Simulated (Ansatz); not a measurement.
**BeLi− (singlet): from Hartree-Fock to the top rungs at distance Li1–Be2 = 5.368 Å, aug-cc-pVTZ**

The task here is to estimate one member of a computed series from the others.

The runs use Ansatz 0.2.0, Gaussian basis; aug-cc-pVTZ, core rule «outside noble gas», up to 2 orbitals frozen.

To be run: UHF; CCSD(T) on RHF; CCSD(T) on UHF; BCCD(T) on RHF; CCSDT(Q) on RHF; CCSDT(Q) on UHF; CASSCF and NEVPT2, 4 electrons in 8 orbitals; Full CI.

44 further runs of the same task are left out: 23 for a known fault of the program, 14 that didn't finish, 7 set aside as unsound or not needed.

### What is computed

The geometry derives from a PBE0/def2-TZVPD stationary point (not a proven minimum). One bond is set to the value named and the two fragments are kept rigid.

2 atoms, charge -1, spin multiplicity 1.

Atoms are counted from 1 here; the program's logs count them from 0.

No contacts short enough for the rule that draws bonds.

Set-up of the first run:

Contents of in.yaml:

```yaml
crystal:
  periodic: [false, false, false]
  atoms:
    - {symbol: Li, position_ang: [0.000000, 0.000000, 0.000000]}
    - {symbol: Be, position_ang: [0.000000, 0.000000, 5.368000]}
basis:
  gaussian: {orbitals: aug-cc-pVTZ}
total_charge: -1
magnetization: {spin_polarized: true, initial_magnetization: 0}
hamiltonian: {xc: hf}
output: {orbitals: {seedname: orbitals}}
```

Command:

```console
$ ansatz run in.yaml --threads 1 --pin off --events-out ev --progress --plain --max-ram 2393MiB
```

Among the steps run: UHF; CCSD(T) on RHF; CCSD(T) on UHF; BCCD(T) on RHF; CCSDT(Q) on RHF; CCSDT(Q) on UHF; CASSCF and NEVPT2, 4 electrons in 8 orbitals; Full CI.

One table of the session follows, with a row left open; its other results are not shown here.

```
        method  from FCI (kJ/mol)
           RHF             +197.0
           UHF             +184.2
          RMP2              +71.5
          UMP2              +93.7
         RCCSD               +3.1
         UCCSD               +4.3
      RCCSD(T)               +0.9
      UCCSD(T)               +1.3
       BCCD(T)               +0.9
        RCCSDT               +0.2
        UCCSDT                  ?
     RCCSDT(Q)                0.0
     UCCSDT(Q)                0.0
CASSCF valence              +18.3
NEVPT2 valence               +9.4
           FCI                  0
```

Q: Estimate the row for UCCSDT from the others.

**Answer.** from FCI (kJ/mol): +0.3. In the column «from FCI (kJ/mol)» it lies between RCCSDT (+0.2) and RCCSD(T) (+0.9).

To keep in mind: The determinant is far from a pure spin state, so its energy mixes those of several spin states (harmless only where they are near-degenerate, as at dissociation). Restricted and unrestricted rows rest on different reference determinants; where their highest levels disagree by more than a few hundredths of an eV, they describe different states and don't form one ladder.
